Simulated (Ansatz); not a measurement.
# C3H9NOSn: a ladder of functionals and wavefunction methods

One table from this session's results is given with a row withheld; the runs are named, their logs left out.

The runs use Ansatz 0.2.0, Gaussian basis; functionals in def2-TZVPP, the program's frozen cores in correlated methods.

The runs, in order: LDA (SPW92), PBE-D4, revPBE-D4, BLYP-D4, r2SCAN-D4, B97M-V, PBE0-D4, B3LYP-D4, r2SCANh-D4, r2SCAN0-D4, HSE06-D4, BHLYP-D4, CAM-B3LYP-D4, LC-ωPBE, ωB97X-V, ωB97M-V, B2PLYP, PBE-QIDH; CCSD(T)/def2-SVP; MP2/def2-TZVPP; MP2/def2-QZVPP; RPA on PBE.

1 further run of the same task is left out (for a known fault of the program). Runs told in other sessions of the task aren't counted.

## The geometry

The geometry comes from an earlier relaxation with PBE0-D4 in a triple-zeta def2 set; it is a stationary point, not always the lowest conformer. Sn takes the def2 core potential; no spin-orbit term is included.

SMILES `CC(C)[O][Sn][NH2]`, 15 atoms, charge 0, spin multiplicity 1.

Atoms are counted from 1 here; the program's logs count them from 0.

Bond lengths: C1–C2 1.518 Å, C1–H7 1.093 Å, C1–H8 1.092 Å, C1–H9 1.093 Å, C2–C3 1.518 Å, C2–O4 1.408 Å, C2–H10 1.105 Å, C3–H11 1.092 Å, C3–H12 1.093 Å, C3–H13 1.093 Å, O4–Sn5 1.987 Å, Sn5–N6 2.004 Å, N6–H14 1.007 Å, N6–H15 1.009 Å. Angles: C2–C1–H7 109.8°, C2–C1–H8 110.6°, C2–C1–H9 111.3°, H7–C1–H8 108.1°, H7–C1–H9 108.6°, H8–C1–H9 108.5°, C1–C2–C3 111.8°, C1–C2–O4 109.3°, C1–C2–H10 107.9°, C3–C2–O4 109.2°, C3–C2–H10 107.9°, O4–C2–H10 110.7°, C2–C3–H11 110.6°, C2–C3–H12 111.3°, C2–C3–H13 109.8°, H11–C3–H12 108.5°, H11–C3–H13 108.1°, H12–C3–H13 108.6° and more.

Set-up of the first run:

in.yaml

```yaml
crystal:
  periodic: [false, false, false]
  atoms:
    - {symbol: C, position_ang: [-0.892785, -1.659653, -0.164644]}
    - {symbol: C, position_ang: [0.332662, -0.770095, -0.060732]}
    - {symbol: C, position_ang: [1.090504, -0.699726, -1.373916]}
    - {symbol: O, position_ang: [-0.065431, 0.526764, 0.315245]}
    - {symbol: Sn, position_ang: [0.523450, 1.406699, 1.996344]}
    - {symbol: N, position_ang: [-0.541661, 3.040425, 1.536053]}
    - {symbol: H, position_ang: [-1.585830, -1.250677, -0.904410]}
    - {symbol: H, position_ang: [-1.412603, -1.710519, 0.794722]}
    - {symbol: H, position_ang: [-0.621043, -2.675057, -0.465208]}
    - {symbol: H, position_ang: [1.006831, -1.207011, 0.698186]}
    - {symbol: H, position_ang: [1.976836, -0.069493, -1.272162]}
    - {symbol: H, position_ang: [1.407976, -1.693104, -1.701985]}
    - {symbol: H, position_ang: [0.452124, -0.264590, -2.147188]}
    - {symbol: H, position_ang: [-0.609416, 3.876810, 2.092543]}
    - {symbol: H, position_ang: [-1.083414, 3.098526, 0.686451]}
basis:
  gaussian: {orbitals: def2-TZVPP}
hamiltonian: {xc: lda}
output: {orbitals: {seedname: orbitals}}
```

The run is started by

```sh
> ansatz run in.yaml --threads 4 --pin off --events-out ev --progress --plain --max-ram 11315MiB
```

Among the steps run: LDA; PBE-D4 (GGA); revPBE-D4 (GGA); BLYP-D4 (GGA); r2SCAN-D4 (meta-GGA); B97M-V (meta-GGA); B3LYP-D4 (hybrid); r2SCANh-D4 (hybrid); r2SCAN0-D4 (hybrid); HSE06-D4 (hybrid); BHLYP-D4 (hybrid); CAM-B3LYP-D4 (range-separated); LC-ωPBE (range-separated); ωB97X-V (range-separated); ωB97M-V (range-separated); B2PLYP (double hybrid); PBE-QIDH (double hybrid).

One of the session's tables, all rows but one given; the rest of the session is left out.

It belongs to the step «Frontier levels by functional». 

| functional | HOMO (eV) | LUMO (eV) | gap (eV) |
| --- | --- | --- | --- |
| LDA (SPW92) | -5.82 | -2.40 | 3.42 |
| PBE-D4 | -5.62 | -2.18 | 3.44 |
| revPBE-D4 | -5.55 | -2.09 | 3.46 |
| BLYP-D4 | -5.49 | -2.11 | 3.38 |
| r2SCAN-D4 | -5.90 | -2.10 | 3.80 |
| B97M-V | -5.96 | -2.15 | 3.80 |
| PBE0-D4 | -6.90 | -1.53 | 5.37 |
| B3LYP-D4 | ? | ? | ? |
| r2SCANh-D4 | -6.41 | -1.86 | 4.56 |
| r2SCAN0-D4 | -7.10 | -1.50 | 5.61 |
| HSE06-D4 | -6.51 | -1.90 | 4.61 |
| BHLYP-D4 | -7.97 | -0.87 | 7.11 |
| CAM-B3LYP-D4 | -8.21 | -0.64 | 7.57 |
| LC-ωPBE | -9.39 | 0.41 | 9.80 |
| ωB97X-V | -9.13 | 0.30 | 9.44 |
| ωB97M-V | -9.09 | 0.14 | 9.23 |

**Question.** Estimate the row for B3LYP-D4.

Worked estimate for «HOMO (eV)». Against the share of exact exchange, BLYP-D4 (0, -5.49), BHLYP-D4 (0.5, -7.97) give a slope of -4.96 per unit share; at 0.2 the line stands at -6.48.

As computed: HOMO (eV): -6.73; LUMO (eV): -1.76; gap (eV): 4.97. In «HOMO (eV)» the line misses by +0.25.
